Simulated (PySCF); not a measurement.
# WSCl4: geometry, NMR shifts and electronic excitations

Aim: predict the NMR shifts and electronic excitations of WSCl4 (`[S]=[W]([Cl])([Cl])([Cl])[Cl]`).

The runs use PySCF 2.14.0, with density-fitted response routines of our own; the level of theory stands in each step. All values are computed, except where a source is named. Atoms count from 0, in the outputs and in this text.

### Step 1. The molecule as given

6 atoms, charge 0, multiplicity 1; geometry from: GFN2-xTB.

Bonds of the start (Å): W0–S1 2.18, W0–Cl2 2.26, W0–Cl3 2.26, W0–Cl4 2.26, W0–Cl5 2.26.

### Step 2. Optimising the geometry at PBE0-D3(BJ)/def2-SVP

The job: settings as JSON, then the geometry in Å.

```
{"job": {"xc": "PBE0", "basis": "def2-SVP", "d3": "d3bj", "grid": 1, "maxiter": 40, "kind": "geom"}, "charge": 0, "multiplicity": 1}
W      0.000290    -0.000450     0.033230
S      0.002270    -0.006610     2.209450
Cl     2.180820     0.013470    -0.564380
Cl    -0.011610     2.182860    -0.552630
Cl    -2.183680    -0.008870    -0.557330
Cl     0.011920    -2.180400    -0.568340
```

Standard output:

```text
step   0  E = -2304.86733839  max force = 0.055458
step   1  E = -2304.87262170  max force = 0.026584
step   2  E = -2304.87324730  max force = 0.005583
step   3  E = -2304.87331448  max force = 0.000642
step   4  E = -2304.87332582  max force = 0.000504
step   5  E = -2304.87332759  max force = 0.000220
optimisation converged
```

Wall time 60 s (1 thread, shared host).

The steps of the relaxation:

```
step  energy from step 0 (eV)  largest force component (eV/Å)
   0                   0.0000                          2.8518
   1                  -0.1438                          1.3670
   2                  -0.1608                          0.2871
   3                  -0.1626                          0.0330
   4                  -0.1629                          0.0259
   5                  -0.1630                          0.0113
```

Distances of close pairs at the start and the end, largest changes first:

```
  bond  before (Å)  after (Å)  change (Å)
 W0–S1       2.176      2.090      -0.086
W0–Cl3       2.261      2.298      +0.038
W0–Cl2       2.261      2.298      +0.037
W0–Cl5       2.261      2.298      +0.037
W0–Cl4       2.262      2.298      +0.036
```

The end geometry stands in the next job.

```
                         at the end point                value
  point group (found at 0.08 Å tolerance)                  C4v
rotational constants (GHz, main isotopes)  0.951, 0.951, 0.730
                        dipole moment (D)                 0.82
```

### Step 3. NMR shieldings: PBE0/def2-TZVP+pcSseg-1

The job: settings as JSON, then the geometry in Å.

```
{"job": {"kind": "nmr", "xc": "PBE0", "basis": {"default": "pcSseg-1", "W": "def2-TZVP"}}, "charge": 0, "multiplicity": 1}
W      0.000081     0.000032     0.035401
S      0.003786    -0.010231     2.125208
Cl     2.223935     0.006324    -0.544254
Cl    -0.004976     2.227713    -0.529612
Cl    -2.225982    -0.001853    -0.535818
Cl     0.003167    -2.221986    -0.550925
```

Method: GIAO PBE0/pcSseg-1 W:def2-TZVP NMR shielding, scalar relativity only through core potentials, gas phase.

Standard output:

```text
coarse grid: 40520 points
cycle   1  E = -2305.1708157417  dE = -1.925e+01  |g| = 1.129e+00  |ddm| = 7.465e+00
cycle   2  E = -2299.8377494984  dE =  5.333e+00  |g| = 4.870e+00  |ddm| = 4.247e+00
cycle   3  E = -2305.4665147980  dE = -5.629e+00  |g| = 3.018e-01  |ddm| = 3.635e+00
cycle   4  E = -2305.4499633161  dE =  1.655e-02  |g| = 3.663e-01  |ddm| = 6.274e-01
cycle   5  E = -2305.4896049876  dE = -3.964e-02  |g| = 5.464e-02  |ddm| = 3.796e-01
cycle   6  E = -2305.4903996143  dE = -7.946e-04  |g| = 9.607e-03  |ddm| = 6.422e-02
cycle   7  E = -2305.4904208779  dE = -2.126e-05  |g| = 3.176e-03  |ddm| = 1.181e-02
cycle   8  E = -2305.4904235986  dE = -2.721e-06  |g| = 6.678e-04  |ddm| = 3.470e-03
final grid: 74320 points
cycle   9  E = -2305.4904774358  dE =  9.429e-07  |g| = 2.077e-03  |ddm| = 2.402e-03
cycle  10  E = -2305.4904632252  dE =  1.421e-05  |g| = 7.832e-03  |ddm| = 7.145e-03
cycle  11  E = -2305.4904785094  dE = -1.528e-05  |g| = 2.462e-04  |ddm| = 5.659e-03
cycle  12  E = -2305.4904785234  dE = -1.405e-08  |g| = 4.411e-05  |ddm| = 2.646e-04
cycle  13  E = -2305.4904785240  dE = -5.580e-10  |g| = 4.719e-06  |ddm| = 5.293e-05
converged SCF energy = -2305.4904785240

GIAO shielding tensors (ppm)
atom      isotropic    diamagn.    paramagn.     s11        s22        s33       span
  0 W          nan         nan         nan        nan        nan        nan        nan
  1 S     -689.952    1056.544   -1746.496  -1270.245  -1269.931    470.321   1740.566
  2 Cl     244.660    1146.816    -902.156    -21.280    299.670    455.591    476.871
  3 Cl     244.647    1146.816    -902.169    -21.819    299.920    455.841    477.660
  4 Cl     244.517    1146.816    -902.299    -21.825    299.717    455.658    477.483
  5 Cl     244.555    1146.816    -902.262    -21.254    299.559    455.359    476.613
```

Wall time 20 s (1 thread, shared host).

The references, computed at this level on geometries of the same kind, shield at (ppm): 33S CS2 496, 35Cl HCl 943. Their shielding less the atom's gives the shift. The references are single molecules in the gas phase. Atoms listed in one row are averaged.

```
             atoms           environment  σ (ppm)  δ (ppm)
                S1    sulfur bonded to W     -690     1186
Cl2, Cl3, Cl4, Cl5  chlorine bonded to W      245      699
```

Atoms past Kr carry core potentials, so their printed shieldings have no meaning and are left out of the table.

The run also stored atomic charges by several schemes (e):

```
             atoms  Mulliken  ESP fit
                W0      0.68     0.42
                S1      0.01    -0.01
Cl2, Cl3, Cl4, Cl5     -0.17    -0.10
```

Mayer bond orders: W0–S1 2.23, W0–Cl2 1.11, W0–Cl3 1.11, W0–Cl4 1.11, W0–Cl5 1.11.

With diffuse functions Mulliken charges and Mayer bond orders lose their meaning; the other schemes are steadier.

### Step 4. Excited states and response: PBE0/def2-SVPD

The job: settings as JSON, then the geometry in Å.

```
{"job": {"kind": "uv", "xc": "PBE0", "basis": "def2-SVPD", "ip": false, "nstates": 10}, "charge": 0, "multiplicity": 1}
W      0.000081     0.000032     0.035401
S      0.003786    -0.010231     2.125208
Cl     2.223935     0.006324    -0.544254
Cl    -0.004976     2.227713    -0.529612
Cl    -2.225982    -0.001853    -0.535818
Cl     0.003167    -2.221986    -0.550925
```

Method: TDDFT PBE0/def2-SVPD, vertical, gas phase, core orbitals frozen in the response.

Standard output:

```text
coarse grid: 40520 points
cycle   1  E = -2304.7863273609  dE = -1.230e+01  |g| = 6.281e-01  |ddm| = 1.079e+01
cycle   2  E = -2304.2156342220  dE =  5.707e-01  |g| = 1.737e+00  |ddm| = 3.087e+00
cycle   3  E = -2304.8267370465  dE = -6.111e-01  |g| = 4.531e-01  |ddm| = 2.812e+00
cycle   4  E = -2304.8806160980  dE = -5.388e-02  |g| = 1.160e-01  |ddm| = 1.029e+00
cycle   5  E = -2304.8840759686  dE = -3.460e-03  |g| = 5.342e-02  |ddm| = 2.801e-01
cycle   6  E = -2304.8850085032  dE = -9.325e-04  |g| = 5.176e-03  |ddm| = 1.169e-01
cycle   7  E = -2304.8850149706  dE = -6.467e-06  |g| = 1.352e-03  |ddm| = 9.031e-03
final grid: 74320 points
cycle   8  E = -2304.8849118742  dE =  1.909e-06  |g| = 3.111e-03  |ddm| = 9.837e-03
cycle   9  E = -2304.8848886677  dE =  2.321e-05  |g| = 1.024e-02  |ddm| = 2.257e-02
cycle  10  E = -2304.8849137186  dE = -2.505e-05  |g| = 1.326e-03  |ddm| = 1.778e-02
cycle  11  E = -2304.8849143145  dE = -5.959e-07  |g| = 2.431e-04  |ddm| = 2.168e-03
cycle  12  E = -2304.8849143303  dE = -1.573e-08  |g| = 1.187e-05  |ddm| = 4.270e-04
cycle  13  E = -2304.8849143303  dE = -4.002e-11  |g| = 2.685e-06  |ddm| = 3.991e-05
converged SCF energy = -2304.8849143303

Static polarisability (au): isotropic 124.383, principal 115.725 128.708 128.714

Singlet excitations
state   eV       nm        f      main configurations
  1   2.7122    457.1   0.00203   H-1->L 0.98
  2   2.7124    457.1   0.00203   H-2->L 0.98
  3   2.9272    423.6   0.00000   H->L 0.92
  4   3.2755    378.5   0.00000   H-3->L 1.00
  5   3.4856    355.7   0.00000   H-2->L+1 0.49, H-1->L+2 0.49
  6   3.6131    343.2   0.03975   H-4->L 0.90
  7   3.6131    343.2   0.03976   H-5->L 0.90
  8   3.6521    339.5   0.00094   H->L+1 0.99
  9   3.6523    339.5   0.00092   H->L+2 0.99
 10   3.6857    336.4   0.00000   H-1->L+2 0.49, H-2->L+1 0.49

Triplet excitations (Tamm-Dancoff, eV): 2.2960 2.5710 2.5712 2.8439
```

It took 25 s on 1 thread, shared host.

The orbitals next to the gap, with their largest atomic shares:

```
orbital     eV                         atoms
 HOMO−3  -9.63  Cl3 24 %, Cl2 24 %, Cl4 24 %
 HOMO−2  -9.04   S1 41 %, Cl5 23 %, Cl3 23 %
 HOMO−1  -9.04   S1 41 %, Cl4 23 %, Cl2 23 %
   HOMO  -8.87  Cl5 25 %, Cl2 25 %, Cl4 25 %
   LUMO  -4.91     W0 65 %, Cl3 9 %, Cl4 9 %
 LUMO+1  -3.94     W0 52 %, S1 32 %, Cl4 8 %
 LUMO+2  -3.94     W0 52 %, S1 32 %, Cl5 8 %
```

With each of the 10 states as a Gaussian band of 0.4 eV half-width at 1/e, the curve within the window shown has maxima at 343 nm (ε 3,300) L/(mol cm). Beyond the last state computed it falls off for lack of states. The curve at chosen wavelengths:

nm, ε (L/mol/cm) and a bar:
```
      311       1389 #############
      322       2329 #####################
      333       3061 ############################
      344       3293 ##############################
      355       3004 ###########################
      366       2396 ######################
      377       1717 ################
      388       1138 ##########
      399        723 ######
      410        463 ####
      421        318 ###
      432        244 ##
      443        209 ##
      454        189 ##
      465        174 #
      476        158 #
      487        141 #
      498        122 #
      509        102 #
      520         84 #
      531         68 
      542         53 
      553         41 
      564         31 
      575         24 
      586         18
```

Further results of this job:

```
           property  computed
  dipole moment (D)      1.09
polarisability (Å³)     18.43
 HOMO–LUMO gap (eV)      3.96
      −ε(HOMO) (eV)      8.87
```

### Step 5. NMR shieldings: wB97X-D/def2-TZVP+pcSseg-1

The job: settings as JSON, then the geometry in Å.

```
{"job": {"kind": "nmr", "xc": "wB97X-D", "basis": {"default": "pcSseg-1", "W": "def2-TZVP"}, "pop": false}, "charge": 0, "multiplicity": 1}
W      0.000081     0.000032     0.035401
S      0.003786    -0.010231     2.125208
Cl     2.223935     0.006324    -0.544254
Cl    -0.004976     2.227713    -0.529612
Cl    -2.225982    -0.001853    -0.535818
Cl     0.003167    -2.221986    -0.550925
```

Level: GIAO wB97X-D/pcSseg-1 W:def2-TZVP NMR shielding, scalar relativity only through core potentials, gas phase.

Standard output:

```text
coarse grid: 40520 points
cycle   1  E = -2305.8901630171  dE = -1.947e+01  |g| = 1.221e+00  |ddm| = 7.375e+00
cycle   2  E = -2303.3134010388  dE =  2.577e+00  |g| = 3.805e+00  |ddm| = 3.427e+00
cycle   3  E = -2306.2455813306  dE = -2.932e+00  |g| = 2.346e-01  |ddm| = 2.355e+00
cycle   4  E = -2306.2517048026  dE = -6.123e-03  |g| = 1.602e-01  |ddm| = 3.358e-01
cycle   5  E = -2306.2582361053  dE = -6.531e-03  |g| = 1.738e-02  |ddm| = 1.506e-01
cycle   6  E = -2306.2583103207  dE = -7.422e-05  |g| = 5.414e-03  |ddm| = 2.042e-02
cycle   7  E = -2306.2583236956  dE = -1.337e-05  |g| = 1.564e-03  |ddm| = 1.005e-02
cycle   8  E = -2306.2583259946  dE = -2.299e-06  |g| = 7.700e-04  |ddm| = 4.078e-03
final grid: 74320 points
cycle   9  E = -2306.2487819375  dE = -3.867e-05  |g| = 1.809e-03  |ddm| = 4.183e-02
cycle  10  E = -2306.2487828520  dE = -9.145e-07  |g| = 8.874e-04  |ddm| = 4.091e-03
cycle  11  E = -2306.2487830118  dE = -1.598e-07  |g| = 4.000e-04  |ddm| = 1.272e-03
cycle  12  E = -2306.2487830459  dE = -3.415e-08  |g| = 4.079e-04  |ddm| = 5.363e-04
cycle  13  E = -2306.2487830888  dE = -4.291e-08  |g| = 1.169e-04  |ddm| = 4.711e-04
cycle  14  E = -2306.2487830946  dE = -5.720e-09  |g| = 4.012e-05  |ddm| = 1.624e-04
cycle  15  E = -2306.2487830958  dE = -1.273e-09  |g| = 6.408e-06  |ddm| = 9.658e-05
cycle  16  E = -2306.2487830959  dE = -1.819e-11  |g| = 2.483e-06  |ddm| = 1.191e-05
converged SCF energy = -2306.2487830959

GIAO shielding tensors (ppm)
atom      isotropic    diamagn.    paramagn.     s11        s22        s33       span
  0 W          nan         nan         nan        nan        nan        nan        nan
  1 S     -783.772    1056.940   -1840.712  -1413.092  -1412.742    474.517   1887.609
  2 Cl     286.825    1147.284    -860.459     13.977    352.454    494.043    480.066
  3 Cl     286.804    1147.283    -860.479     13.444    352.681    494.287    480.843
  4 Cl     286.686    1147.283    -860.598     13.451    352.505    494.101    480.650
  5 Cl     286.708    1147.284    -860.576     13.994    352.339    493.792    479.797
```

Run time: 28 s. Hardware: 1 thread, shared host.

In short: δ S1 1277, Cl2 653 ppm (means over like atoms).

### Step 6. Run by run: NMR shifts

Shifts (ppm), means over like atoms, with basis size and wall time:

```
                       run    S1  Cl2  functions  time
   PBE0/def2-TZVP+pcSseg-1  1186  699        160  20 s
wB97X-D/def2-TZVP+pcSseg-1  1277  653        160  28 s
```

### Step 7. Outcome

```
                                                                          quantity                        value
                                                                       point group                          C4v
                                              rotational constants (main isotopes)         0.95, 0.95, 0.73 GHz
                                  33S shifts against CS2 (PBE0/def2-TZVP+pcSseg-1)                     1186 ppm
35Cl shifts against HCl (PBE0/def2-TZVP+pcSseg-1, means over atoms taken as alike)                      699 ppm
                                                   lowest singlet (PBE0/def2-SVPD)  2.71 eV (457 nm), f = 0.002
                                          brightest single state of those computed  state 7, 3.61 eV, f = 0.040
                                                                    lowest triplet                      2.30 eV
                                                          range of the shift of S1             1186 to 1277 ppm
```

In words: The optimisation took 5 steps and gained 0.163 eV; among the close pairs (by a distance rule), W0–S1 changed most, from 2.176 to 2.090 Å. No frequency check was run at this level, so the end point may be a saddle. At PBE0/def2-TZVP+pcSseg-1: The largest span, 1741 ppm, is at S1, where the paramagnetic term is -1746 ppm. The first singlet state (HOMO−1→LUMO 0.98) lies at 2.71 eV and is weak; of the 10 states computed, the strongest absorption comes from states 6 to 7 together at 3.61 eV. The lowest triplet lies 0.42 eV below the lowest singlet (triplets in Tamm-Dancoff, singlets in full TDDFT). Spin-orbit coupling, left out, mixes singlets and triplets in elements this heavy. In ppm, S1 moves most: its shift spreads over 92 ppm, from 1186 (PBE0/def2-TZVP+pcSseg-1) to 1277 (wB97X-D/def2-TZVP+pcSseg-1). Spin-orbit coupling is left out, which matters for shieldings and couplings at and beside the heavy atoms.
